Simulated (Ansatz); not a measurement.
# CdTe (zincblende type): a single-point run

Aim: a sound single-point run of CdTe (zincblende type). The structure is shown as the input types it.

Method: Kohn-Sham DFT, with the functional, basis and potentials that each input names, in Ansatz 0.2.0.

### Step 1. Starting point

Symmetry: F-43m, No. 216, cubic system. Conventional cell: a = 6.277 Å, b = 6.277 Å, c = 6.277 Å, α = 90.00°, β = 90.00°, γ = 90.00°. Cd (site symmetry -43m) has 4 Te at 2.72 Å in its first shell of neighbours. Te (site symmetry -43m) is surrounded by 4 Cd at 2.72 Å.

As a file:

```cif
data_structure
_symmetry_space_group_name_H-M 'F-43m'
_symmetry_Int_Tables_number 216
_cell_length_a 6.2766
_cell_length_b 6.2766
_cell_length_c 6.2766
_cell_angle_alpha 90.000
_cell_angle_beta 90.000
_cell_angle_gamma 90.000
_cell_volume 247.27
loop_
_atom_site_label
_atom_site_type_symbol
_atom_site_symmetry_multiplicity
_atom_site_Wyckoff_symbol
_atom_site_fract_x
_atom_site_fract_y
_atom_site_fract_z
_atom_site_occupancy
Cd1 Cd 4 a 0.00000 0.00000 0.00000 1
Te1 Te 4 d 0.25000 0.25000 0.75000 1
```

### Step 2. Running it

File input.yaml:

```yaml
crystal:
  lattice:
    - [0.0, 3.1382987807, 3.1382987807]
    - [3.1382987807, 0.0, 3.1382987807]
    - [3.1382987807, 3.1382987807, 0.0]
  atoms:
    - { symbol: Cd, position: [0.0, 0.0, 0.0] }
    - { symbol: Te, position: [0.25, 0.25, 0.25] }
kpoints:
  mp_grid: { grid: [12, 12, 12] }
scf:
  occupations: { method: fermi_dirac, width: 0.05 }
  max_iter: 60
hamiltonian:
  xc: scan0x
  pseudopotentials: { kind: paw }
output:
  forces: true
  stress: true
  eigenvalues: true
  populations: true
```

The run is started by

```bash
$ ansatz run input.yaml --threads 1 --pin off --max-ram 2048MiB --backend cpu --events-out ev --progress --plain --runs-dir out
```

Standard output:

```text
Error: YAML parse error: error: line 15 column 7: hamiltonian.xc: unknown variant `scan0x`, expected one of `lda`, `lda-pw`, `pw92`, `pbe`, `pbesol`, `rpbe`, `revpbe`, `blyp`, `pbe0`, `revpbe0`, `b3lyp`, `b3lyp5`, `hse06`, `wpbeh`, `hiss`, `lc_wpbe`, `cam_b3lyp`, `hf`, `r2scan`, `r2scanh`, `r2scan0`, `r2scan50`, `mr2scan`
  --> <input>:15:7
   |
13 |   max_iter: 60
14 | hamiltonian:
15 |   xc: scan0x
   |       ^ hamiltonian.xc: unknown variant `scan0x`, expected one of `lda`, `lda-pw`, `pw92`, `pbe`, `pbesol`, `rpbe`, `revpbe`, `blyp`, `pbe0`, `revpbe0`, `b3lyp`, `b3lyp5`, `hse06`, `wpbeh`, `hiss`, `lc_wpbe`, `cam_b3lyp`, `hf`, `r2scan`, `r2scanh`, `r2scan0`, `r2scan50`, `mr2scan`
16 |   pseudopotentials: { kind: paw }
17 | output:
   |
```

Run time: 0.04 s. Hardware: 1 thread of Intel Xeon at 2.50GHz (Skylake/Cascade Lake), shared host; peak memory 0.026 GiB.

### Step 3. Reading the log

The run ended at the input check. The line that matters: «line 15 column 7: hamiltonian.xc: unknown variant `scan0x`, expected one of `lda`, `lda-pw`, `pw92`, `pbe`, `pbesol`, `rpbe`, `revpbe`, `blyp`, ...»

Look at the input: hamiltonian.xc is scan0x. The method's name matches nothing in the program's list.

What to do: set hamiltonian.xc to lda. Any name on the list would pass the check; a listed functional of a like name need not be the same functional.

### Step 4. Second try

Besides the cure, the input differs in scf.max_iter.

input.yaml: that of step 2 with these lines changed.

```diff
@@ -12,5 +12,4 @@
   occupations: { method: fermi_dirac, width: 0.05 }
-  max_iter: 60
 hamiltonian:
-  xc: scan0x
+  xc: lda
   pseudopotentials: { kind: paw }
```

The run is started by

```bash
$ ansatz run input.yaml --threads 1 --pin off --max-ram 2048MiB --backend cpu --events-out ev --progress --plain --runs-dir out
```

Excerpt of the output:

```text
[...]
Basis set: ecut = 420 eV, 1243 PW (Γ)
[...]
k-points: 72 of 1728 (time reversal used)
[...]
SCF iter   1: F=—  HF=-14945.779581 eV  |F-HF|=—  |Δ(HF+E_count)|=         —  Δρ=6.64e-3  dr2=1.89e-2  ethr=1.77e-3  ⟨swp⟩=6.1  Hψ=7534  notcnv=0
preconditioner: auto → none  [insulator: Δε(μ)=0.772 eV  Ē_g=11.672 eV  σ=0.050 eV  W_gap=1.00  n_scr=14 (ndim 8)  ℏωp=20.0 eV  f_vac=0.160  D(μ)=0.00/eV (n_scr^D=0)  ε∞_Penn≈3.9]
SCF iter   2: F=—  HF=-14945.773053 eV  |F-HF|=—  |Δ(HF+E_count)|=   6.53e-3  Δρ=2.19e-3  dr2=1.32e-3  ethr=5.25e-5  ⟨swp⟩=3.0  Hψ=3744  notcnv=0
[...]
SCF iter   5: F=—  HF=-14945.772901 eV  |F-HF|=—  |Δ(HF+E_count)|=   1.87e-5  Δρ=2.03e-5  dr2=2.50e-7  ethr=1.16e-7  ⟨swp⟩=2.0  Hψ=2190  notcnv=0
SCF iter   6: F=-14945.772901 eV  HF=-14945.772901 eV  |F-HF|=1.84e-8  |Δ(HF+E_count)|=   6.88e-8  Δρ=7.13e-6  dr2=2.06e-8  ethr=2.78e-10  ⟨swp⟩=6.5  Hψ=7098  notcnv=0
[...]
SCF converged after 6 iterations
Free energy (F): -14945.772901 eV
[...]
E sigma→0 (E₀):  -14945.772900 eV
[...]
Fermi energy:    9.037071 eV
[...]
  P = ⅓ Tr σ = 3.3503 GPa (33.503 kbar)
[...]
```

It took 19 s on 1 thread of Intel Xeon at 2.50GHz (Skylake/Cascade Lake), shared host; peak memory 0.42 GiB.

### Step 5. Outcome

| quantity | value |
| --- | --- |
| first try | refused |
| cause | unknown functional or method |
| second try | converged, 6 SCF cycles |
| energy (zero set by the potentials) | -14945.7729 eV |
| pressure | 3.35 GPa |
| gap on the mesh | 0.81 eV |
| largest force | 0.000 eV/Å |

The mended input goes through in 6 SCF cycles. The gap of the reference lacks spin-orbit coupling, though the cell holds Te.
